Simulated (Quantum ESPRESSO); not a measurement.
# C2GeFH3 in Quantum ESPRESSO: real-space fields with PBE

Aim: the real-space fields of C2GeFH3 with PBE.

All numbers are computed with Quantum ESPRESSO 7.5; they aren't measurements. Logs are shortened: lines on timing, memory, paths and dates and some standing lists are left out, and cuts for length are marked.

## (1) The structure

The cell holds a molecule in a box, 7 atoms: a = 14.000 Å, b = 13.000 Å, c = 12.000 Å, α = 90.00°, β = 90.00°, γ = 90.00°.

## (2) Real-space fields, PBE

Input file pw.in:

```
&CONTROL
  calculation = 'scf'
  prefix = 'pwscf'
  outdir = './tmp'
  pseudo_dir = './pseudo'
  tprnfor = .true.
  disk_io = 'low'
/
&SYSTEM
  ibrav = 0
  celldm(1) = 8
  nat = 7
  ntyp = 4
  ecutwfc = 84
  nbnd = 24
  occupations = 'smearing'
  smearing = 'fd'
  degauss = 0.00367493
/
&ELECTRONS
  conv_thr = 1.4d-09
  electron_maxstep = 120
  mixing_beta = 0.5
/
ATOMIC_SPECIES
C     12.0110 C.upf
Ge    72.6300 Ge.upf
F     18.9984 F.upf
H      1.0080 H.upf
CELL_PARAMETERS alat
  3.3070207180951   0.0000000000000   0.0000000000000
  0.0000000000000   3.0708049525169   0.0000000000000
  0.0000000000000   0.0000000000000   2.8345891869387
ATOMIC_POSITIONS crystal
C      0.5971107100    0.4265692300    0.5822000000
C      0.5302250000    0.4736538500    0.5449833300
Ge     0.4267678600    0.5507692300    0.4877000000
F      0.3458107100    0.4629615400    0.4330500000
H      0.6560464300    0.3843076900    0.6149416700
H      0.3745821400    0.6081769200    0.5808500000
H      0.4588107100    0.6189230800    0.3907250000
K_POINTS gamma
```

Input file pp_density.in:

```
&INPUTPP
  prefix = 'pwscf'
  outdir = './tmp'
  filplot = 'density.dat'
  plot_num = 0
/
&PLOT
  nfile = 1
  filepp(1) = 'density.dat'
  iflag = 3
  output_format = 6
  fileout = 'density.cube'
/
```

Input file pp_potential.in:

```
&INPUTPP
  prefix = 'pwscf'
  outdir = './tmp'
  filplot = 'potential.dat'
  plot_num = 11
/
&PLOT
  nfile = 1
  filepp(1) = 'potential.dat'
  iflag = 3
  output_format = 6
  fileout = 'potential.cube'
/
```

Input file pp_elf.in:

```
&INPUTPP
  prefix = 'pwscf'
  outdir = './tmp'
  filplot = 'elf.dat'
  plot_num = 8
/
&PLOT
  nfile = 1
  filepp(1) = 'elf.dat'
  iflag = 3
  output_format = 6
  fileout = 'elf.cube'
/
```

Input file pp_potential_ks.in:

```
&INPUTPP
  prefix = 'pwscf'
  outdir = './tmp'
  filplot = 'potential_ks.dat'
  plot_num = 1
/
&PLOT
  nfile = 1
  filepp(1) = 'potential_ks.dat'
  iflag = 3
  output_format = 6
  fileout = 'potential_ks.cube'
/
```

Potentials or basis: PseudoDojo 0.4.1 SR PBE standard.

Launch:

```bash
OMP_NUM_THREADS=1 pw.x -in pw.in > pw.out
OMP_NUM_THREADS=1 pp.x -in pp_density.in > pp_density.out
OMP_NUM_THREADS=1 pp.x -in pp_potential.in > pp_potential.out
OMP_NUM_THREADS=1 pp.x -in pp_elf.in > pp_elf.out
OMP_NUM_THREADS=1 pp.x -in pp_potential_ks.in > pp_potential_ks.out
```

pw.out:

```text
This program is part of the open-source Quantum ESPRESSO suite
     for quantum simulation of materials; please cite
         "P. Giannozzi et al., J. Phys.:Condens. Matter 21 395502 (2009);
         "P. Giannozzi et al., J. Phys.:Condens. Matter 29 465901 (2017);
         "P. Giannozzi et al., J. Chem. Phys. 152 154105 (2020);
     in publications or presentations arising from this work. More details at

     gamma-point specific algorithms are used

     G-vector sticks info
     --------------------
     sticks:   dense  smooth     PW     G-vecs:    dense   smooth      PW
     Sum       17385   17385   4351              1532933  1532933  191625

     Using Slab Decomposition

     bravais-lattice index     =            0
     lattice parameter (alat)  =       8.0000  a.u.
     unit-cell volume          =   14738.3625 (a.u.)^3
     number of atoms/cell      =            7
     number of atomic types    =            4
     number of electrons       =        32.00
     number of Kohn-Sham states=           24
     kinetic-energy cutoff     =      84.0000  Ry
     charge density cutoff     =     336.0000  Ry
     scf convergence threshold =      1.4E-09
     mixing beta               =       0.5000
     number of iterations used =            8  plain     mixing
     Exchange-correlation= PBE
                           (   1   4   3   4   0   0   0)

     celldm(1)=   8.000000  celldm(2)=   0.000000  celldm(3)=   0.000000
     celldm(4)=   0.000000  celldm(5)=   0.000000  celldm(6)=   0.000000

     crystal axes: (cart. coord. in units of alat)
               a(1) = (   3.307021   0.000000   0.000000 )
               a(2) = (   0.000000   3.070805   0.000000 )
               a(3) = (   0.000000   0.000000   2.834589 )

     reciprocal axes: (cart. coord. in units 2 pi/alat)
               b(1) = (  0.302387  0.000000  0.000000 )
               b(2) = (  0.000000  0.325648  0.000000 )
               b(3) = (  0.000000  0.000000  0.352785 )

     PseudoPot. # 1 for C  read from file:
     C.upf
     Pseudo is Norm-conserving + core correction, Zval =  4.0
     Generated using ONCVPSP code by D. R. Hamann
     Using radial grid of 1248 points,  4 beta functions with:
                l(1) =   0
                l(2) =   0
                l(3) =   1
                l(4) =   1

     PseudoPot. # 2 for Ge read from file:
     Ge.upf
     Pseudo is Norm-conserving + core correction, Zval = 14.0
     Generated using ONCVPSP code by D. R. Hamann
     Using radial grid of 1560 points,  6 beta functions with:
                l(1) =   0
                l(2) =   0
                l(3) =   1
                l(4) =   1
                l(5) =   2
                l(6) =   2

     PseudoPot. # 3 for F  read from file:
     F.upf
     Pseudo is Norm-conserving + core correction, Zval =  7.0
     Generated using ONCVPSP code by D. R. Hamann
     Using radial grid of  832 points,  5 beta functions with:
                l(1) =   0
                l(2) =   0
                l(3) =   1
                l(4) =   1
                l(5) =   2

     PseudoPot. # 4 for H  read from file:
     H.upf
     Pseudo is Norm-conserving, Zval =  1.0
     Generated using ONCVPSP code by D. R. Hamann
     Using radial grid of 1166 points,  3 beta functions with:
                l(1) =   0
                l(2) =   0
                l(3) =   1

     atomic species   valence    mass     pseudopotential
     C                 4.00    12.01100     C ( 1.00)
     Ge               14.00    72.63000     Ge( 1.00)
     F                 7.00    18.99840     F ( 1.00)
     H                 1.00     1.00800     H ( 1.00)

     No symmetry found

   Cartesian axes

     site n.     atom                  positions (alat units)
         1        C      tau(   1) = (   1.9746575   1.3099109   1.6502978  )
         2        C      tau(   2) = (   1.7534651   1.4544986   1.5448039  )
         3        Ge     tau(   3) = (   1.4113302   1.6913049   1.3824291  )
         4        F      tau(   4) = (   1.1436032   1.4216646   1.2275188  )
         5        H      tau(   5) = (   2.1695591   1.1801340   1.7431070  )
         6        H      tau(   6) = (   1.2387509   1.8675927   1.6464711  )
         7        H      tau(   7) = (   1.5172965   1.9005921   1.1075449  )

     number of k points=     1  Fermi-Dirac smearing, width (Ry)=  0.0037
                       cart. coord. in units 2pi/alat
        k(    1) = (   0.0000000   0.0000000   0.0000000), wk =   2.0000000

     Dense  grid:   766467 G-vectors     FFT dimensions: ( 160, 144, 135)

     Initial potential from superposition of free atoms

     starting charge      31.9991, renormalised to      32.0000

     negative rho (up, down):  1.167E-04 0.000E+00
     Starting wfcs are   24 randomized atomic wfcs

     Self-consistent Calculation

     iteration #  1     ecut=    84.00 Ry     beta= 0.50
     Davidson diagonalization with overlap
     ethr =  1.00E-02,  avg # of iterations =  5.0

     negative rho (up, down):  3.180E-05 0.000E+00

     total energy              =    -255.22363641 Ry
     estimated scf accuracy    <       0.88115384 Ry

     iteration #  2     ecut=    84.00 Ry     beta= 0.50
     Davidson diagonalization with overlap
     ethr =  2.75E-03,  avg # of iterations =  2.0

     negative rho (up, down):  1.396E-05 0.000E+00

     total energy              =    -255.37366998 Ry
     estimated scf accuracy    <       0.08453564 Ry

     iteration #  3     ecut=    84.00 Ry     beta= 0.50
     Davidson diagonalization with overlap
     ethr =  2.64E-04,  avg # of iterations = 10.0

     negative rho (up, down):  4.699E-06 0.000E+00

     total energy              =    -255.38266653 Ry
     estimated scf accuracy    <       0.01379355 Ry

     iteration #  4     ecut=    84.00 Ry     beta= 0.50
     Davidson diagonalization with overlap
     ethr =  4.31E-05,  avg # of iterations =  5.0

     negative rho (up, down):  1.030E-06 0.000E+00

     total energy              =    -255.38425341 Ry
     estimated scf accuracy    <       0.00188108 Ry

     iteration #  5     ecut=    84.00 Ry     beta= 0.50
     Davidson diagonalization with overlap
     ethr =  5.88E-06,  avg # of iterations =  7.0

     negative rho (up, down):  4.867E-07 0.000E+00

     total energy              =    -255.38444397 Ry
     estimated scf accuracy    <       0.00029784 Ry

     iteration #  6     ecut=    84.00 Ry     beta= 0.50
     Davidson diagonalization with overlap
     ethr =  9.31E-07,  avg # of iterations =  2.0

     negative rho (up, down):  7.421E-08 0.000E+00

     total energy              =    -255.38450215 Ry
     estimated scf accuracy    <       0.00005265 Ry

     iteration #  7     ecut=    84.00 Ry     beta= 0.50
     Davidson diagonalization with overlap
     ethr =  1.65E-07,  avg # of iterations =  2.0

     total energy              =    -255.38450931 Ry
     estimated scf accuracy    <       0.00000199 Ry

     iteration #  8     ecut=    84.00 Ry     beta= 0.50
     Davidson diagonalization with overlap
     ethr =  6.22E-09,  avg # of iterations =  2.0

     total energy              =    -255.38450961 Ry
     estimated scf accuracy    <       0.00000015 Ry

     iteration #  9     ecut=    84.00 Ry     beta= 0.50
     Davidson diagonalization with overlap
     ethr =  4.76E-10,  avg # of iterations =  2.0

     total energy              =    -255.38450964 Ry
     estimated scf accuracy    <       0.00000002 Ry

     iteration # 10     ecut=    84.00 Ry     beta= 0.50
     Davidson diagonalization with overlap
     ethr =  5.67E-11,  avg # of iterations =  2.0

     total energy              =    -255.38450964 Ry
     estimated scf accuracy    <          1.4E-09 Ry

     iteration # 11     ecut=    84.00 Ry     beta= 0.50
     Davidson diagonalization with overlap
     ethr =  4.44E-12,  avg # of iterations =  2.0

     End of self-consistent calculation

          k = 0.0000 0.0000 0.0000 ( 95813 PWs)   bands (ev):

   -30.2360 -29.6507 -29.6107 -29.5652 -29.5628 -27.7316 -18.5834 -14.8729
   -13.1122 -10.4382 -10.0178  -9.8012  -8.4874  -8.1698  -7.2339  -7.0572
    -1.5367  -0.7777  -0.5385   0.1503   0.3609   0.4191   0.6808   0.8316

     the Fermi energy is    -4.6811 ev

!    total energy              =    -255.38450964 Ry
     estimated scf accuracy    <          4.5E-11 Ry
     smearing contrib. (-TS)   =       0.00000000 Ry
     internal energy E=F+TS    =    -255.38450964 Ry

     The total energy is F=E-TS. E is the sum of the following terms:
     one-electron contribution =    -528.38581956 Ry
     hartree contribution      =     269.91593169 Ry
     xc contribution           =     -65.12810633 Ry
     ewald contribution        =      68.21348456 Ry

     convergence has been achieved in  11 iterations

     Forces acting on atoms (cartesian axes, Ry/au):

     atom    1 type  1   force =     0.02625325   -0.01743125    0.01250315
     atom    2 type  1   force =    -0.02724795    0.01796027   -0.01300695
     atom    3 type  2   force =     0.01378446    0.01617831    0.00811306
     atom    4 type  3   force =    -0.01573346   -0.01520834   -0.00905379
     atom    5 type  4   force =     0.00403079   -0.00253746    0.00191517
     atom    6 type  4   force =    -0.00128256    0.00044551    0.00117672
     atom    7 type  4   force =     0.00019548    0.00059296   -0.00164736

     Total force =     0.059116     Total SCF correction =     0.000005

=------------------------------------------------------------------------------=
   JOB DONE.
=------------------------------------------------------------------------------=
```

Run time: 6 min. Hardware: 1 thread of Intel Xeon at 2.50GHz (Skylake/Cascade Lake), shared host; peak memory 1.1 GiB.

Results:

```yaml
Free_energy: -3474.6833 eV
Largest_force: 0.903 eV/Å
Gap_between_the_frontier_levels: 5.52 eV
Dipole_moment: 2.25 D
```

Forces in eV/Å, atoms in the order of the input:
```
C    0.675 -0.448  0.321
C   -0.701  0.462 -0.334
Ge   0.354  0.416  0.209
F   -0.405 -0.391 -0.233
H    0.104 -0.065  0.049
H   -0.033  0.011  0.030
H    0.005  0.015 -0.042
```

Caveat: this is a molecule in a periodic box, so the gap is that between its Kohn-Sham HOMO and LUMO and the box isn't a crystal.
